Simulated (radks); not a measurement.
# I¹³⁺ in [Ar] 3d10 4s2 4p4 4d4 4f2: an all-electron calculation

One table from this session's results is given with a row withheld; the runs are named, their logs left out.

Program: radks (a radial shooting solver on a logarithmic mesh, Libxc functionals) version 1. Level of theory: Dirac Kohn-Sham, BLYP, spin-unpolarised, spherical densities, finite nucleus; open shells fill j = l - 1/2 first. These are calculated values, not measurements, unless marked.

## The system

```
element            : iodine (Z = 53)
charge             : +13
electrons          : 40
configuration      : [Ar] 3d10 4s2 4p4 4d4 4f2
nuclear rms radius : 4.75 fm
```

The first run:

Input:

```text
Z 53
configuration [Ar] 3d10 4s2 4p4 4d4 4f2
relativity Dirac
functional b88,lyp
spin unpolarised
j_filling energy
nucleus finite rms 4.75 fm
c 137.035999084
```

One table of the session follows, with a row left open; its other results are not shown here.

It belongs to the step «Radial structure». From the orbitals of this run (lengths in bohr):

| level | <r> | outermost maximum (interpolated) | 90 % within | nodes |
| --- | --- | --- | --- | --- |
| 1s1/2 | 0.02722 | 0.0175 | 0.0490 | 0 |
| 2s1/2 | 0.1167 | 0.0992 | 0.181 | 1 |
| 2p1/2 | 0.09839 | 0.0761 | 0.161 | 0 |
| 2p3/2 | 0.1041 | 0.0809 | 0.169 | 0 |
| 3s1/2 | 0.3126 | 0.285 | 0.460 | 2 |
| 3p1/2 | 0.3025 | 0.271 | 0.455 | 1 |
| 3p3/2 | 0.3139 | 0.282 | 0.471 | 1 |
| 3d3/2 | 0.2841 | 0.229 | 0.446 | 0 |
| 3d5/2 | 0.2877 | 0.232 | 0.451 | 0 |
| 4s1/2 | 0.7043 | 0.664 | 1.01 | 3 |
| 4p1/2 | 0.7231 | 0.676 | 1.04 | 2 |
| 4p3/2 | ? | ? | ? | ? |
| 4d3/2 | 0.7870 | 0.720 | 1.16 | 1 |
| 4d5/2 | 0.7936 | 0.726 | 1.17 | 1 |
| 4f5/2 | 0.8662 | 0.721 | 1.33 | 0 |
| 4f7/2 | 0.8685 | 0.723 | 1.33 | 0 |

Q: Estimate the row for 4p3/2 from the others.

As computed: <r>: 0.7446; outermost maximum (interpolated): 0.697; 90 % within: 1.07; nodes: 2. In the column «<r>» it lies between 4p1/2 (0.7231) and 4d3/2 (0.7870).
